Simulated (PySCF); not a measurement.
# IrH6O6 (-2): ligand-field states, spin distribution

Wanted: ligand-field states, spin distribution for IrH6O6 (-2).

Programs: PySCF 2.14.0, with routines of our own; each step states its level. All values are computed. Atoms count from 0.

## (1) The system as given

13 atoms, charge -2, states of the metal's open shell are computed; geometry from: model start, shaken.

## (2) Geometry optimisation at PBE0-D3(BJ)/def2-SVP

Job settings and geometry (Å):

```
{"job": {"xc": "PBE0", "basis": "def2-SVP", "d3": "d3bj", "grid": 1, "maxiter": 45, "solvent": "water", "kind": "geom"}, "charge": -2, "metal": "Ir", "open_shell": "d5"}
Ir     0.000020     0.004480    -0.004110
O     -0.013360    -0.006820     1.940130
H      0.800900     0.020100     2.487620
O     -0.009310     0.007350    -1.949650
H     -0.798420    -0.013960    -2.495440
O      1.965430    -0.020160    -0.006860
H      2.466480     0.780660    -0.027630
O     -1.958530    -0.019010     0.004070
H     -2.492650    -0.802800    -0.037750
O     -0.008080     1.954270     0.001700
H     -0.022950     2.487830     0.785320
O     -0.012130    -1.939090    -0.012110
H     -0.000490    -2.481730    -0.808750
```

On the command line:

```bash
OMP_NUM_THREADS=1 python lf_run.py task.json out
```

The driver reads the jobs from task.json and runs them one after another.

Log:

```text
step   0  E = -558.70106395  max force = 0.041111
step   1  E = -558.73124132  max force = 0.012938
step   2  E = -558.74694586  max force = 0.011276
step   3  E = -558.74814601  max force = 0.009865
step   4  E = -558.74969050  max force = 0.006362
step   5  E = -558.75020851  max force = 0.003757
step   6  E = -558.75096638  max force = 0.002138
step   7  E = -558.75160970  max force = 0.003437
step   8  E = -558.75286431  max force = 0.009041
step   9  E = -558.75427194  max force = 0.006971
step  10  E = -558.75579773  max force = 0.006566
step  11  E = -558.75639064  max force = 0.003027
step  12  E = -558.75659937  max force = 0.001027
step  13  E = -558.75665731  max force = 0.000484
step  14  E = -558.75670086  max force = 0.000530
step  15  E = -558.75671635  max force = 0.000762
step  16  E = -558.75673748  max force = 0.000370
step  17  E = -558.75675364  max force = 0.000210
step  18  E = -558.75678175  max force = 0.000374
step  19  E = -558.75680827  max force = 0.000481
step  20  E = -558.75688124  max force = 0.000688
step  21  E = -558.75694402  max force = 0.001109
step  22  E = -558.75699903  max force = 0.000485
step  23  E = -558.75688066  max force = 0.000371
step  24  E = -558.75698922  max force = 0.000391
step  25  E = -558.75698619  max force = 0.000274
step  26  E = -558.75698309  max force = 0.000297
step  27  E = -558.75698656  max force = 0.000288
optimisation converged
```

Run time: 13 min. Hardware: 1 thread of Arm Neoverse V2, shared host; peak memory 1.4 GiB.

Relaxation path: (the energy doesn't fall at every step)

```
step  energy from step 0 (eV)  largest force component (eV/Å)
   0                   0.0000                          2.1140
   1                  -0.8212                          0.6653
   2                  -1.2485                          0.5798
   3                  -1.2812                          0.5073
   4                  -1.3232                          0.3271
   5                  -1.3373                          0.1932
   6                  -1.3579                          0.1099
   7                  -1.3754                          0.1767
   8                  -1.4096                          0.4649
   9                  -1.4479                          0.3585
  10                  -1.4894                          0.3376
  11                  -1.5055                          0.1557
  12                  -1.5112                          0.0528
  13                  -1.5128                          0.0249
  14                  -1.5140                          0.0273
  15                  -1.5144                          0.0392
  16                  -1.5150                          0.0190
  17                  -1.5154                          0.0108
  18                  -1.5162                          0.0192
  19                  -1.5169                          0.0247
  20                  -1.5189                          0.0354
  21                  -1.5206                          0.0570
  22                  -1.5221                          0.0249
  23                  -1.5189                          0.0191
  24                  -1.5218                          0.0201
  25                  -1.5217                          0.0141
  26                  -1.5216                          0.0153
  27                  -1.5217                          0.0148
```

Close pairs (by a distance rule), those that changed most:

```csv
bond,before (Å),after (Å),change (Å)
Ir0–O7,1.959,2.045,+0.087
Ir0–O5,1.966,2.045,+0.080
Ir0–O11,1.944,1.989,+0.045
Ir0–O1,1.944,1.984,+0.040
Ir0–O9,1.950,1.989,+0.039
Ir0–O3,1.946,1.984,+0.039
O5–H6,0.945,0.965,+0.020
O9–H10,0.948,0.966,+0.018
```

The next job starts from the end point, and lists it.

```
                         at the end point                value
  point group (found at 0.08 Å tolerance)                   Ci
rotational constants (GHz, main isotopes)  1.983, 1.788, 1.658
                                     ⟨S²⟩                0.753
```

## (3) Ligand-field states: state-averaged CASSCF in water

Job settings and geometry (Å):

```
{"job": {"kind": "lf", "basis": {"metal": "x2c-TZVPall", "ligand": "x2c-SVPall"}, "nevpt": true, "solvent": "water"}, "charge": -2, "metal": "Ir", "open_shell": "d5"}
Ir     0.000000     0.000000     0.000000
O      0.001897     1.978716     0.144764
H      0.016407     2.023554     1.116955
O     -0.001897    -1.978716    -0.144764
H     -0.016407    -2.023554    -1.116955
O      0.008839     0.149235     2.039802
H      0.946404     0.127037     2.267914
O     -0.008839    -0.149235    -2.039802
H     -0.946404    -0.127037    -2.267914
O      1.989042     0.001902     0.008596
H      2.248066     0.098214    -0.916827
O     -1.989042    -0.001902    -0.008596
H     -2.248066    -0.098214     0.916827
```

Level: state-averaged CASSCF of the metal d shell, SC-NEVPT2 on the averaged canonical orbitals, state-interaction spin-orbit coupling.

Log:

```text
basis functions 195, electrons 133, active (5e, 5o)
stage 1: DIIS on the effective Fock matrix, level shift 0.30
cycle   1  E = -18273.4790529611  dE = -1.827e+04  max|g| = 2.937e+00
cycle   2  E = -18276.1753983837  dE = -2.696e+00  max|g| = 1.645e+00
cycle   3  E = -18278.5862752148  dE = -2.411e+00  max|g| = 7.624e-01
cycle   4  E = -18279.1115498609  dE = -5.253e-01  max|g| = 3.883e-02
cycle   5  E = -18279.1183183188  dE = -6.768e-03  max|g| = 1.620e-02
cycle   6  E = -18279.1193446592  dE = -1.026e-03  max|g| = 7.279e-03
cycle   7  E = -18279.1195370315  dE = -1.924e-04  max|g| = 3.681e-03
cycle   8  E = -18279.1196038603  dE = -6.683e-05  max|g| = 2.570e-03
cycle   9  E = -18279.1196270033  dE = -2.314e-05  max|g| = 1.571e-03
cycle  10  E = -18279.1196354587  dE = -8.455e-06  max|g| = 9.331e-04
cycle  11  E = -18279.1196373019  dE = -1.843e-06  max|g| = 5.770e-04
cycle  12  E = -18279.1196380507  dE = -7.488e-07  max|g| = 3.485e-04
cycle  13  E = -18279.1196382077  dE = -1.570e-07  max|g| = 2.012e-04
cycle  14  E = -18279.1196382649  dE = -5.714e-08  max|g| = 1.158e-04
cycle  15  E = -18279.1196382829  dE = -1.800e-08  max|g| = 6.528e-05
cycle  16  E = -18279.1196382874  dE = -4.526e-09  max|g| = 3.880e-05
cycle  17  E = -18279.1196382898  dE = -2.354e-09  max|g| = 2.261e-05
cycle  18  E = -18279.1196382904  dE = -6.912e-10  max|g| = 1.583e-05
cycle  19  E = -18279.1196382907  dE = -2.328e-10  max|g| = 1.267e-05
cycle  20  E = -18279.1196382908  dE = -9.823e-11  max|g| = 9.418e-06
converged average energy = -18279.1196382908

 mult deg   label        CASSCF/cm-1   NEVPT2/cm-1
   2   1   2Ag                 0.0           0.0
   2   1   2Ag              4251.6        6944.9
   2   1   2Ag              6266.8       10828.4
   4   1   4Ag             24244.1       30204.3
   4   1   4Ag             26095.1       33482.6
   4   1   4Ag             29544.1       34878.5
   4   1   4Ag             27411.8       37868.3
   2   1   2Ag             34401.4       38074.6
   2   1   2Ag             33387.3       38679.5
   4   1   4Ag             31961.7       39064.6
   2   1   2Ag             35238.5       41718.6
   2   1   2Ag             36527.4       41945.1
   2   1   2Ag             38151.7       43132.8
   2   1   2Ag             38568.5       45029.3
   2   1   2Ag             36897.5       45853.6
   2   1   2Ag             40622.6       46501.8
   2   1   2Ag             43276.3       46759.7
   2   1   2Ag             40848.0       46898.7
   2   1   2Ag             39759.2       47036.9
   4   1   4Ag             39743.7       48243.5
   2   1   2Ag             43038.2       48335.5
   2   1   2Ag             46255.6       51507.5
   2   1   2Ag             49462.7       55525.8
   6   1   6Ag             42219.5       58257.1
   2   1   2Ag             52647.4       59338.7
   2   1   2Ag             53305.1       60183.1
   2   1   2Ag             57086.2       62524.1
   4   1   4Ag             59848.5       69690.9
   2   1   2Ag             63392.2       71572.0
   4   1   4Ag             60692.6       71689.1
   4   1   4Ag             62069.3       73252.1
   4   1   4Ag             60275.1       73292.5
   4   1   4Ag             61987.2       73952.4
   4   1   4Ag             64432.4       76385.8
   4   1   4Ag             65115.8       76786.2
   4   1   4Ag             66059.7       77875.0
   2   1   2Ag             69764.4       78677.8
   2   1   2Ag             72316.1       78851.5
   2   1   2Ag             69250.8       80014.9
   2   1   2Ag             71023.3       80791.1
   2   1   2Ag             71443.6       81277.7
   2   1   2Ag             73971.9       82044.1
   2   1   2Ag             75113.4       82124.4
   2   1   2Ag             73786.8       83728.6
   2   1   2Ag             74649.4       83796.9
   2   1   2Ag             73663.9       84157.2
   2   1   2Ag             75426.9       85110.9
   4   1   4Ag             77714.9       85515.0
   2   1   2Ag             76141.2       85864.6
   2   1   2Ag             76908.2       85975.8
   2   1   2Ag             78961.4       87528.5
   2   1   2Ag             79032.9       87621.4
   4   1   4Ag             75712.9       87825.2
   2   1   2Ag             80507.7       88561.1
   2   1   2Ag             81212.6       88941.2
   2   1   2Ag             79209.3       89126.7
   4   1   4Ag             76901.3       89407.3
   2   1   2Ag             82025.9       90814.2
   4   1   4Ag             79358.1       93610.6
   2   1   2Ag             90852.9       94886.7

spin-orbit levels / cm-1
      0.00  x2  2Ag 0.79 2Ag 0.10 2Ag 0.06
   8559.64  x2  2Ag 0.70 2Ag 0.15 2Ag 0.09
  13430.94  x2  2Ag 0.79 2Ag 0.14
  30547.72  x2  4Ag 0.70 4Ag 0.12 4Ag 0.07
  32198.36  x2  4Ag 0.88 4Ag 0.05
  33138.28  x2  4Ag 0.32 4Ag 0.31 2Ag 0.10
  35217.57  x2  4Ag 0.74 4Ag 0.09 4Ag 0.04
  36612.19  x2  4Ag 0.63 4Ag 0.13 4Ag 0.04
  37402.53  x2  4Ag 0.39 4Ag 0.32 4Ag 0.07
  38716.91  x2  2Ag 0.27 4Ag 0.18 4Ag 0.18
  39785.93  x2  4Ag 0.50 2Ag 0.22 2Ag 0.07
  40063.03  x2  4Ag 0.70 2Ag 0.04 4Ag 0.04
  40812.51  x2  2Ag 0.43 4Ag 0.21 4Ag 0.12
  41628.71  x2  4Ag 0.51 2Ag 0.18 2Ag 0.13
  42153.41  x2  4Ag 0.44 2Ag 0.22 2Ag 0.11
  43058.31  x2  2Ag 0.37 4Ag 0.18 2Ag 0.13
  44391.14  x2  2Ag 0.32 2Ag 0.14 2Ag 0.10
  45969.87  x2  2Ag 0.18 2Ag 0.18 2Ag 0.12
  46914.88  x2  2Ag 0.32 2Ag 0.24 4Ag 0.09
  48068.28  x2  2Ag 0.18 2Ag 0.18 4Ag 0.17
  48350.37  x2  2Ag 0.29 2Ag 0.13 2Ag 0.11
  49625.68  x2  2Ag 0.28 2Ag 0.12 4Ag 0.08
  49946.90  x2  2Ag 0.15 2Ag 0.14 2Ag 0.14
  50384.20  x2  2Ag 0.46 4Ag 0.11 2Ag 0.10
  51128.95  x2  4Ag 0.26 2Ag 0.13 2Ag 0.12
  52506.10  x2  4Ag 0.41 2Ag 0.17 2Ag 0.14
  53171.81  x2  4Ag 0.27 2Ag 0.27 2Ag 0.18
  54209.58  x2  2Ag 0.52 4Ag 0.20 2Ag 0.08
  59301.25  x2  2Ag 0.87
  61472.44  x2  6Ag 0.90
```

Run time: 33 s. Hardware: 1 thread of Arm Neoverse V2, shared host; peak memory 0.97 GiB.

Warnings kept with the result: strongly covalent, metal-shell active space is small for this complex.

From this job:

```
             quantity      value
spin-orbit constant ζ  3882 cm⁻¹
```

Powder susceptibility:

| T (K) | χT (cm³ K/mol) | μ(eff) |
| --- | --- | --- |
| 2 | 0.465 | 1.93 |
| 5 | 0.465 | 1.93 |
| 10 | 0.465 | 1.93 |
| 20 | 0.466 | 1.93 |
| 30 | 0.467 | 1.93 |
| 50 | 0.468 | 1.94 |
| 75 | 0.470 | 1.94 |
| 100 | 0.472 | 1.94 |
| 150 | 0.476 | 1.95 |
| 200 | 0.480 | 1.96 |
| 250 | 0.484 | 1.97 |
| 300 | 0.488 | 1.98 |

Orbitals, density, ELF and potential are computed afterwards from the orbital file.

The spin density lies nearest to Ir0 77 %.

## (4) Spin distribution: unrestricted DFT, spin states

The job, as its differences from that of step 3:

```diff
@@ -1,2 +1,2 @@
-{"job": {"kind": "lf", "basis": {"metal": "x2c-TZVPall", "ligand": "x2c-SVPall"}, "nevpt": true, "solvent": "water"}, "charge": -2, "metal": "Ir", "open_shell": "d5"}
+{"job": {"kind": "spin", "xc": "BP86"}, "charge": -2, "metal": "Ir", "open_shell": "d5"}
 Ir     0.000000     0.000000     0.000000
```

Method: unrestricted DFT energies of the spin multiplicities at one geometry, beside CASSCF and NEVPT2 of the metal shell.

Log:

```text
multiplicity 6
final grid: 115072 points
cycle   1  E = -18291.0167059238  dE =  3.911e-01  |g| = 1.080e+00  |ddm| = 1.603e+00
cycle   2  E = -18283.1139599516  dE =  7.903e+00  |g| = 3.466e+00  |ddm| = 7.596e+00
cycle   3  E = -18291.4708844512  dE = -8.357e+00  |g| = 3.798e-01  |ddm| = 7.462e+00
cycle   4  E = -18291.3242945471  dE =  1.466e-01  |g| = 6.960e-01  |ddm| = 4.811e+00
cycle   5  E = -18291.5279024093  dE = -2.036e-01  |g| = 1.316e-01  |ddm| = 3.033e+00
cycle   6  E = -18291.5323938060  dE = -4.491e-03  |g| = 7.991e-02  |ddm| = 3.222e-01
cycle   7  E = -18291.5344153412  dE = -2.022e-03  |g| = 4.034e-02  |ddm| = 1.129e-01
cycle   8  E = -18291.5348019705  dE = -3.866e-04  |g| = 2.614e-02  |ddm| = 1.128e-01
cycle   9  E = -18291.5349840167  dE = -1.820e-04  |g| = 1.765e-02  |ddm| = 1.433e-01
cycle  10  E = -18291.5350028825  dE = -1.887e-05  |g| = 1.580e-02  |ddm| = 1.688e-01
cycle  11  E = -18291.5351185581  dE = -1.157e-04  |g| = 1.314e-03  |ddm| = 1.030e-01
cycle  12  E = -18291.5351188064  dE = -2.483e-07  |g| = 9.579e-04  |ddm| = 5.411e-03
converged SCF energy = -18291.5351188064
multiplicity 4
final grid: 115072 points
cycle   1  E = -18291.4466786071  dE =  8.837e-02  |g| = 6.958e-01  |ddm| = 1.967e+00
cycle   2  E = -18287.9285533599  dE =  3.518e+00  |g| = 2.637e+00  |ddm| = 6.812e+00
cycle   3  E = -18291.4915197041  dE = -3.563e+00  |g| = 6.667e-01  |ddm| = 6.713e+00
cycle   4  E = -18291.5954503617  dE = -1.039e-01  |g| = 4.279e-01  |ddm| = 4.099e+00
cycle   5  E = -18291.6714158775  dE = -7.597e-02  |g| = 5.185e-02  |ddm| = 2.639e+00
cycle   6  E = -18291.6715811541  dE = -1.653e-04  |g| = 4.909e-02  |ddm| = 8.064e-01
cycle   7  E = -18291.6725870258  dE = -1.006e-03  |g| = 1.789e-02  |ddm| = 4.097e-01
cycle   8  E = -18291.6726465888  dE = -5.956e-05  |g| = 1.162e-02  |ddm| = 1.313e-01
cycle   9  E = -18291.6726955263  dE = -4.894e-05  |g| = 5.747e-03  |ddm| = 1.034e-01
cycle  10  E = -18291.6727091134  dE = -1.359e-05  |g| = 6.871e-04  |ddm| = 9.992e-03
cycle  11  E = -18291.6727095602  dE = -4.468e-07  |g| = 1.556e-04  |ddm| = 2.707e-03
converged SCF energy = -18291.6727095602
multiplicity 2
final grid: 115072 points
cycle   1  E = -18291.7697969367  dE = -1.008e-01  |g| = 2.196e-01  |ddm| = 9.135e-01
cycle   2  E = -18291.6553671373  dE =  1.144e-01  |g| = 5.860e-01  |ddm| = 8.174e-01
cycle   3  E = -18291.7879683885  dE = -1.326e-01  |g| = 8.601e-02  |ddm| = 5.921e-01
cycle   4  E = -18291.7891962215  dE = -1.228e-03  |g| = 4.748e-02  |ddm| = 1.127e-01
cycle   5  E = -18291.7900210208  dE = -8.248e-04  |g| = 6.467e-03  |ddm| = 4.038e-02
cycle   6  E = -18291.7900277114  dE = -6.691e-06  |g| = 5.085e-03  |ddm| = 9.556e-03
cycle   7  E = -18291.7900376970  dE = -9.986e-06  |g| = 9.830e-04  |ddm| = 4.815e-03
cycle   8  E = -18291.7900380099  dE = -3.129e-07  |g| = 4.286e-04  |ddm| = 1.170e-03
converged SCF energy = -18291.7900380099
```

Wall time 62 s (1 thread of Arm Neoverse V2, shared host); peak memory 0.91 GiB.

## (5) Spin distribution: unrestricted DFT, spin states

The job, as its differences from that of step 4:

```diff
@@ -1,2 +1,2 @@
-{"job": {"kind": "spin", "xc": "BP86"}, "charge": -2, "metal": "Ir", "open_shell": "d5"}
+{"job": {"kind": "spin", "xc": "TPSSh"}, "charge": -2, "metal": "Ir", "open_shell": "d5"}
 Ir     0.000000     0.000000     0.000000
```

With the program's defaults for keys left out, this is: unrestricted DFT energies of the spin multiplicities at one geometry, beside CASSCF and NEVPT2 of the metal shell.

Log:

```text
multiplicity 6
final grid: 115072 points
cycle   1  E = -18286.1970607420  dE = -4.098e-02  |g| = 3.417e-01  |ddm| = 8.749e-01
cycle   2  E = -18285.7510696075  dE =  4.460e-01  |g| = 1.059e+00  |ddm| = 5.501e+00
cycle   3  E = -18286.2398803210  dE = -4.888e-01  |g| = 1.162e-01  |ddm| = 5.412e+00
cycle   4  E = -18286.2416942372  dE = -1.814e-03  |g| = 6.111e-02  |ddm| = 2.043e-01
cycle   5  E = -18286.2428496945  dE = -1.155e-03  |g| = 2.379e-02  |ddm| = 1.066e-01
cycle   6  E = -18286.2430276091  dE = -1.779e-04  |g| = 1.411e-02  |ddm| = 4.072e-02
cycle   7  E = -18286.2431057626  dE = -7.815e-05  |g| = 2.127e-03  |ddm| = 1.718e-02
cycle   8  E = -18286.2431067245  dE = -9.619e-07  |g| = 1.611e-03  |ddm| = 5.077e-03
cycle   9  E = -18286.2431078093  dE = -1.085e-06  |g| = 2.988e-04  |ddm| = 3.926e-03
cycle  10  E = -18286.2431078588  dE = -4.958e-08  |g| = 7.706e-05  |ddm| = 1.539e-03
converged SCF energy = -18286.2431078588
multiplicity 4
final grid: 115072 points
cycle   1  E = -18286.3403359515  dE = -6.191e-02  |g| = 3.124e-01  |ddm| = 9.389e-01
cycle   2  E = -18286.0140156539  dE =  3.263e-01  |g| = 9.156e-01  |ddm| = 4.946e+00
cycle   3  E = -18286.3626124319  dE = -3.486e-01  |g| = 2.188e-01  |ddm| = 4.761e+00
cycle   4  E = -18286.3732442357  dE = -1.063e-02  |g| = 9.612e-02  |ddm| = 4.812e-01
cycle   5  E = -18286.3765669386  dE = -3.323e-03  |g| = 2.908e-02  |ddm| = 1.834e-01
cycle   6  E = -18286.3768232388  dE = -2.563e-04  |g| = 1.561e-02  |ddm| = 4.285e-02
cycle   7  E = -18286.3769253010  dE = -1.021e-04  |g| = 3.213e-03  |ddm| = 3.009e-02
cycle   8  E = -18286.3769305366  dE = -5.236e-06  |g| = 1.545e-03  |ddm| = 8.362e-03
cycle   9  E = -18286.3769332771  dE = -2.741e-06  |g| = 6.661e-04  |ddm| = 9.646e-03
cycle  10  E = -18286.3769351071  dE = -1.830e-06  |g| = 3.612e-04  |ddm| = 1.147e-02
cycle  11  E = -18286.3769356388  dE = -5.317e-07  |g| = 1.229e-04  |ddm| = 8.058e-03
converged SCF energy = -18286.3769356388
multiplicity 2
final grid: 115072 points
cycle   1  E = -18286.4936896056  dE = -8.190e-02  |g| = 2.138e-01  |ddm| = 6.809e-01
cycle   2  E = -18286.4928733703  dE =  8.162e-04  |g| = 1.535e-01  |ddm| = 3.105e-01
cycle   3  E = -18286.4992255215  dE = -6.352e-03  |g| = 6.612e-02  |ddm| = 2.090e-01
cycle   4  E = -18286.5006395788  dE = -1.414e-03  |g| = 8.181e-03  |ddm| = 5.869e-02
cycle   5  E = -18286.5006634890  dE = -2.391e-05  |g| = 3.809e-03  |ddm| = 1.012e-02
cycle   6  E = -18286.5006702024  dE = -6.713e-06  |g| = 1.896e-03  |ddm| = 5.646e-03
cycle   7  E = -18286.5006717845  dE = -1.582e-06  |g| = 8.695e-04  |ddm| = 2.590e-03
cycle   8  E = -18286.5006725147  dE = -7.302e-07  |g| = 3.299e-04  |ddm| = 2.066e-03
converged SCF energy = -18286.5006725147
```

Wall time 2.2 min (1 thread of Arm Neoverse V2, shared host); peak memory 1 GiB.

## (6) Spin distribution: unrestricted DFT, spin states

The job, as its differences from that of step 5:

```diff
@@ -1,2 +1,2 @@
-{"job": {"kind": "spin", "xc": "TPSSh"}, "charge": -2, "metal": "Ir", "open_shell": "d5"}
+{"job": {"kind": "spin", "xc": "B3LYP"}, "charge": -2, "metal": "Ir", "open_shell": "d5"}
 Ir     0.000000     0.000000     0.000000
```

With the program's defaults for keys left out, this is: unrestricted DFT energies of the spin multiplicities at one geometry, beside CASSCF and NEVPT2 of the metal shell.

Log:

```text
multiplicity 6
final grid: 115072 points
cycle   1  E = -18284.7283816714  dE = -7.293e-02  |g| = 2.503e-01  |ddm| = 8.112e-01
cycle   2  E = -18284.6799762877  dE =  4.841e-02  |g| = 4.029e-01  |ddm| = 1.169e+00
cycle   3  E = -18284.7445271390  dE = -6.455e-02  |g| = 1.138e-01  |ddm| = 8.433e-01
cycle   4  E = -18284.7466938183  dE = -2.167e-03  |g| = 1.981e-02  |ddm| = 7.370e-02
cycle   5  E = -18284.7468100445  dE = -1.162e-04  |g| = 1.037e-02  |ddm| = 2.756e-02
cycle   6  E = -18284.7468501408  dE = -4.010e-05  |g| = 3.715e-03  |ddm| = 1.417e-02
cycle   7  E = -18284.7468555595  dE = -5.419e-06  |g| = 8.526e-04  |ddm| = 5.296e-03
cycle   8  E = -18284.7468559806  dE = -4.211e-07  |g| = 3.831e-04  |ddm| = 2.576e-03
converged SCF energy = -18284.7468559806
multiplicity 4
final grid: 115072 points
cycle   1  E = -18284.8619827843  dE = -8.564e-02  |g| = 2.672e-01  |ddm| = 8.393e-01
cycle   2  E = -18284.8346680360  dE =  2.731e-02  |g| = 3.287e-01  |ddm| = 6.881e-01
cycle   3  E = -18284.8724036510  dE = -3.774e-02  |g| = 1.488e-01  |ddm| = 4.628e-01
cycle   4  E = -18284.8784198290  dE = -6.016e-03  |g| = 3.076e-02  |ddm| = 1.318e-01
cycle   5  E = -18284.8787828942  dE = -3.631e-04  |g| = 1.045e-02  |ddm| = 3.892e-02
cycle   6  E = -18284.8788861811  dE = -1.033e-04  |g| = 7.327e-03  |ddm| = 6.232e-02
cycle   7  E = -18284.8789552461  dE = -6.906e-05  |g| = 2.826e-03  |ddm| = 4.053e-02
cycle   8  E = -18284.8790067306  dE = -5.148e-05  |g| = 2.785e-03  |ddm| = 5.334e-02
cycle   9  E = -18284.8790319084  dE = -2.518e-05  |g| = 1.539e-03  |ddm| = 3.400e-02
cycle  10  E = -18284.8790531944  dE = -2.129e-05  |g| = 7.661e-04  |ddm| = 4.664e-02
cycle  11  E = -18284.8790582540  dE = -5.060e-06  |g| = 2.166e-04  |ddm| = 2.690e-02
cycle  12  E = -18284.8790586884  dE = -4.344e-07  |g| = 2.123e-04  |ddm| = 7.070e-03
converged SCF energy = -18284.8790586884
multiplicity 2
final grid: 115072 points
cycle   1  E = -18284.9902161875  dE = -8.261e-02  |g| = 2.884e-01  |ddm| = 6.783e-01
cycle   2  E = -18284.9687571712  dE =  2.146e-02  |g| = 3.524e-01  |ddm| = 3.982e-01
cycle   3  E = -18284.9950880456  dE = -2.633e-02  |g| = 1.412e-01  |ddm| = 3.115e-01
cycle   4  E = -18285.0021634749  dE = -7.075e-03  |g| = 3.034e-02  |ddm| = 1.191e-01
cycle   5  E = -18285.0024650533  dE = -3.016e-04  |g| = 4.054e-03  |ddm| = 2.780e-02
cycle   6  E = -18285.0024805271  dE = -1.547e-05  |g| = 1.506e-03  |ddm| = 8.624e-03
cycle   7  E = -18285.0024845516  dE = -4.024e-06  |g| = 1.002e-03  |ddm| = 4.258e-03
cycle   8  E = -18285.0024875679  dE = -3.016e-06  |g| = 4.285e-04  |ddm| = 4.357e-03
cycle   9  E = -18285.0024894408  dE = -1.873e-06  |g| = 1.643e-04  |ddm| = 5.638e-03
cycle  10  E = -18285.0024896108  dE = -1.700e-07  |g| = 1.935e-04  |ddm| = 1.670e-03
converged SCF energy = -18285.0024896108
```

Run time: 96 s. Hardware: 1 thread of Arm Neoverse V2, shared host; peak memory 1 GiB.

(Part 1 of 2 ends here.)
